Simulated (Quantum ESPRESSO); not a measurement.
Crystal: SnSe2.

```
Sn Se
1.0
     3.81100    0.00000    0.00000
    -1.90550    3.30042    0.00000
     0.00000    0.00000    6.13600
Sn Se
1 2
Direct
  0.00000 0.00000 0.00000
  0.66667 0.33333 0.75100
  0.33333 0.66667 0.24900
```

```yaml
Program: Quantum ESPRESSO 7.5
Task: relaxation of cell and atoms
Functional: PBEsol
Potentials_or_basis: GBRV 1.5 PBEsol
Cutoff: 925 eV
Density_cutoff: 7401 eV
k_mesh: 7 × 7 × 4
Occupations: fermi-dirac, width 0.05 eV
Spin: no spin polarisation
```

At the start: pressure 2.5 GPa; volume 25.73 Å³/atom.

Question: Where does the relaxation end?

Answer: Over 9 steps the energy falls by 12.1 meV/atom and the volume is 26.03 Å³/atom (+1.2 %); space group P-3m1 (No. 164, to 0.05 Å).

The path:
```tsv
step	energy change (eV)	largest force (eV/Å)	pressure (GPa)	volume (Å³)
1	0.0000	0.6071	2.48	77.18
2	-0.0159	0.4545	1.69	77.62
3	-0.0354	0.0610	-0.19	78.75
4	-0.0356	0.0334	-0.28	78.77
5	-0.0359	0.0056	-0.33	78.70
6	-0.0362	0.0153	-0.28	78.47
7	-0.0364	0.0100	-0.13	78.23
8	-0.0364	0.0039	-0.02	78.11
9	-0.0364	0.0100	0.00	78.10
```

Final structure:
```
CELL_PARAMETERS angstrom
3.81421 0.00000 0.00000
-1.90710 3.30320 0.00000
0.00000 0.00000 6.19855
ATOMIC_POSITIONS crystal
Sn 0.00000 0.00000 0.00000
Se 0.66667 0.33333 0.74393
Se 0.33333 0.66667 0.25607
```

Caveat: this functional lacks dispersion, which binds the layers, so the pressure and a relaxed spacing across them are unreliable.
